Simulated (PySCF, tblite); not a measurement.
# C15H10N2S2: electronic excitations, NMR shifts, part 2 of 2

tblite 0.8.0 and PySCF 2.14.0. Atoms count from 0.

## (5) NMR shifts: GIAO KT3/pcSseg-1

The job: settings as JSON, then the geometry in Å.

```
{"job": {"kind": "nmr", "basis": "pcSseg-1", "pop": false, "xc": "KT3"}, "charge": 0, "multiplicity": 1}
C     -5.042334     1.084384     0.988882
N     -4.745286    -0.218487     0.447636
C     -5.708557    -1.268293     0.682460
C     -3.440143    -0.575608     0.279164
C     -2.926617    -1.822680    -0.002584
C     -1.538282    -1.821424    -0.176490
C     -0.959389    -0.585618    -0.024414
C      0.371756    -0.233765    -0.128485
C      1.525320     0.143408    -0.201327
C      2.857575     0.500350    -0.311428
C      3.413456     1.756299    -0.170778
C      4.795165     1.769764    -0.356577
C      5.317806     0.525804    -0.640410
C      6.637486     0.194694    -0.882907
C      7.794144    -0.112329    -1.102757
C      9.085748    -0.436483    -1.348476
N     10.183645    -0.715071    -1.557581
S      4.069656    -0.698176    -0.677406
S     -2.180277     0.623663     0.350765
H     -4.776840     1.164648     2.049992
H     -4.485445     1.841128     0.435329
H     -6.106381     1.284323     0.875689
H     -5.649001    -2.005265    -0.117449
H     -6.707638    -0.838252     0.679017
H     -5.543544    -1.774099     1.640906
H     -3.521296    -2.713225    -0.085116
H     -0.964823    -2.702537    -0.404999
H      2.824607     2.626804     0.057982
H      5.407544     2.651965    -0.292123
```

With the program's defaults for keys left out, this is: GIAO KT3/pcSseg-1 NMR shielding, non-relativistic, gas phase.

The program printed:

```text
start: PBE on a coarse grid of 26838 points
cycle   1  E = -1481.7250755357  dE =  3.245e+00  |g| = 8.159e-01  |ddm| = 6.580e+00
cycle   2  E = -1481.2099417790  dE =  5.151e-01  |g| = 1.580e+00  |ddm| = 2.876e+00
cycle   3  E = -1481.7878341076  dE = -5.779e-01  |g| = 6.477e-01  |ddm| = 2.395e+00
cycle   4  E = -1481.8912491599  dE = -1.034e-01  |g| = 1.990e-01  |ddm| = 7.090e-01
cycle   5  E = -1481.9001768320  dE = -8.928e-03  |g| = 9.432e-02  |ddm| = 3.091e-01
cycle   6  E = -1481.9020904040  dE = -1.914e-03  |g| = 4.885e-02  |ddm| = 1.261e-01
cycle   7  E = -1481.9026985412  dE = -6.081e-04  |g| = 1.708e-02  |ddm| = 6.529e-02
cycle   8  E = -1481.9027757868  dE = -7.725e-05  |g| = 5.545e-03  |ddm| = 2.341e-02
final grid: 247423 points
cycle   9  E = -1500.1058319042  dE = -4.849e-02  |g| = 1.945e-01  |ddm| = 1.188e+00
cycle  10  E = -1500.0940007764  dE =  1.183e-02  |g| = 2.493e-01  |ddm| = 4.012e-01
cycle  11  E = -1500.0998608128  dE = -5.860e-03  |g| = 1.851e-01  |ddm| = 4.320e-01
cycle  12  E = -1500.1085891584  dE = -8.728e-03  |g| = 5.202e-02  |ddm| = 2.003e-01
cycle  13  E = -1500.1093427716  dE = -7.536e-04  |g| = 1.499e-02  |ddm| = 6.763e-02
cycle  14  E = -1500.1094035264  dE = -6.075e-05  |g| = 4.340e-03  |ddm| = 1.978e-02
cycle  15  E = -1500.1094073728  dE = -3.846e-06  |g| = 1.964e-03  |ddm| = 6.938e-03
cycle  16  E = -1500.1094077426  dE = -3.698e-07  |g| = 7.016e-04  |ddm| = 2.871e-03
cycle  17  E = -1500.1094055019  dE =  2.241e-06  |g| = 3.043e-04  |ddm| = 1.212e-03
cycle  18  E = -1500.1094096892  dE = -4.187e-06  |g| = 1.090e-04  |ddm| = 4.357e-04
cycle  19  E = -1500.1094078816  dE =  1.808e-06  |g| = 4.024e-05  |ddm| = 3.075e-04
converged SCF energy = -1500.1094078816

GIAO shielding tensors (ppm)
atom      isotropic    diamagn.    paramagn.     s11        s22        s33       span
  0 C      140.315     248.779    -108.463    111.293    127.345    182.307     71.014
  1 N      174.184     334.560    -160.376    113.227    181.981    227.344    114.117
  2 C      143.353     239.450     -96.096    118.212    128.066    183.783     65.571
  3 C       31.710     277.165    -245.455    -13.340     17.563     90.908    104.248
  4 C       86.594     258.195    -171.602     39.690     71.842    148.248    108.558
  5 C       55.390     249.367    -193.977    -15.395     42.295    139.270    154.665
  6 C       78.927     269.359    -190.432     25.857     86.746    124.177     98.321
  7 C       86.095     243.375    -157.280     24.958     35.357    197.969    173.011
  8 C       90.671     244.302    -153.631     26.044     45.184    200.785    174.741
  9 C       57.944     264.517    -206.572      5.110     46.046    122.677    117.568
 10 C       64.074     246.124    -182.049      5.941     46.992    139.290    133.349
 11 C       52.320     248.575    -196.255    -21.468     38.228    140.201    161.670
 12 C       71.759     273.684    -201.925     22.100     69.191    123.986    101.886
 13 C      111.277     233.199    -121.922     20.895     26.306    286.630    265.735
 14 C      112.706     241.154    -128.448     56.327     89.885    191.905    135.578
 15 C       84.141     266.414    -182.272    -15.121    -14.609    282.154    297.275
 16 N      -34.870     342.782    -377.652   -193.110   -162.618    251.119    444.230
 17 S      246.208    1061.054    -814.845     89.792    262.712    386.121    296.329
 18 S      323.956    1065.635    -741.679    198.348    375.760    397.761    199.413
 19 H       28.691      31.424      -2.732     25.240     26.193     34.641      9.401
 20 H       28.434      33.323      -4.889     23.090     28.623     33.589     10.499
 21 H       28.936      26.998       1.938     24.200     27.461     35.146     10.945
 22 H       28.283      26.515       1.768     23.503     26.998     34.348     10.845
 23 H       29.034      23.126       5.908     24.336     27.598     35.167     10.831
 24 H       28.849      26.501       2.348     25.414     26.054     35.078      9.664
 25 H       25.950      35.111      -9.162     21.540     27.536     28.772      7.232
 26 H       24.700      34.579      -9.879     21.659     25.033     27.408      5.749
 27 H       25.052      32.611      -7.559     21.698     25.825     27.634      5.936
 28 H       24.466      31.195      -6.728     21.920     24.065     27.414      5.494
```

It took 29 s on 1 thread of Arm Neoverse V1, shared host; peak memory 0.55 GiB.

Shifts follow as δ = σ(reference) − σ, with reference shieldings (ppm) from runs at the same level and on the same kind of geometry: 1H TMS 31.76, 13C TMS 184.7, 15N NH3 264.4. The references are single molecules in the gas phase, so shifts against H2O, NH3, PH3, H3PO4 or CFCl3 are not on the usual liquid scales and can be off by tens of ppm. Atoms listed in one row are averaged.

```
                       atoms                                          environment  σ (ppm)  δ (ppm)
                          C3                     aromatic carbon bearing nitrogen     31.7    153.0
                         C11                                          aromatic CH     52.3    132.4
                          C5                                          aromatic CH     55.4    129.3
                          C9  substituted aromatic carbon next to the ring sulfur     57.9    126.8
                         C10                                          aromatic CH     64.1    120.6
                         C12  substituted aromatic carbon next to the ring sulfur     71.8    113.0
                          C6  substituted aromatic carbon next to the ring sulfur     78.9    105.8
                         C15                                       nitrile carbon     84.1    100.6
                          C7                                        alkyne carbon     86.1     98.6
                          C4                                          aromatic CH     86.6     98.1
                          C8                                        alkyne carbon     90.7     94.1
                         C13                                        alkyne carbon    111.3     73.4
                         C14                                        alkyne carbon    112.7     72.0
                      C0, C2                            methyl carbon bonded to N    141.8     42.9
                         H28                           hydrogen on an aromatic CH    24.47     7.29
                         H26                           hydrogen on an aromatic CH    24.70     7.06
                         H27                           hydrogen on an aromatic CH    25.05     6.71
                         H25                           hydrogen on an aromatic CH    25.95     5.81
H19, H20, H21, H22, H23, H24              hydrogen on a methyl carbon bonded to N    28.70     3.06
                         N16                                     nitrile nitrogen    -34.9    299.3
                          N1                                aniline-type nitrogen    174.2     90.2
                         S17                                 aromatic ring sulfur      246        –
                         S18                                 aromatic ring sulfur      324        –
```

Ring of atoms C3, C4, C5, C6, S18: NICS(0) -11.1, NICS(1) -8.6, NICS(1)zz -17.1 ppm (means of both faces).

Ring of atoms C9, C10, C11, C12, S17: NICS(0) -11.9, NICS(1) -9.3, NICS(1)zz -19.1 ppm (means of both faces).

## (6) Results

This closing draws on all 2 parts.

```
                                                              quantity                                                                                           value
                             strongest single infrared mode (GFN2-xTB)                                                                          2246 cm⁻¹, 1063 km/mol
                                          zero-point energy (GFN2-xTB)                                                                                  124.7 kcal/mol
                                        lowest singlet (PBE0/def2-SVP)                                                                     2.86 eV (434 nm), f = 1.254
                                                        lowest triplet                                                                                         1.88 eV
                                     vertical electron affinity (ΔSCF)                                                                                         1.08 eV
13C shifts against TMS (KT3/pcSseg-1, means over atoms taken as alike)  153.0, 132.4, 129.3, 126.8, 120.6, 113.0, 105.8, 100.6, 98.6, 98.1, 94.1, 73.4, 72.0, 42.9 ppm
 1H shifts against TMS (KT3/pcSseg-1, means over atoms taken as alike)                                                                7.29, 7.06, 6.71, 5.81, 3.06 ppm
                                 15N shifts against NH3 (KT3/pcSseg-1)                                                                                 299.3, 90.2 ppm
                                        shieldings of S (KT3/pcSseg-1)                                                                        S17 246.2, S18 324.0 ppm
```

In words: All 81 modes are real, so the xTB geometry is a minimum. The strongest single mode, at 2246 cm⁻¹, is carried by C13, C14, C7, C8. Unscaled tight-binding wavenumbers are off by several per cent, some by more. Its intensities can rank the bands wrongly. The lowest singlet, at 2.86 eV, is HOMO→LUMO 0.98 and is bright. State 1 absorbs in the visible (434 nm). The lowest triplet lies 0.98 eV below the lowest singlet (triplets in Tamm-Dancoff, singlets in full TDDFT). At KT3/pcSseg-1: The widest tensor belongs to N16: span 444 ppm, with a paramagnetic part of -378 ppm. NICS(1)zz of -17 ppm above the planar ring from C3 marks a diatropic (aromatic) ring current. NICS(1)zz of -19 ppm above the planar ring from C9 marks a diatropic (aromatic) ring current.
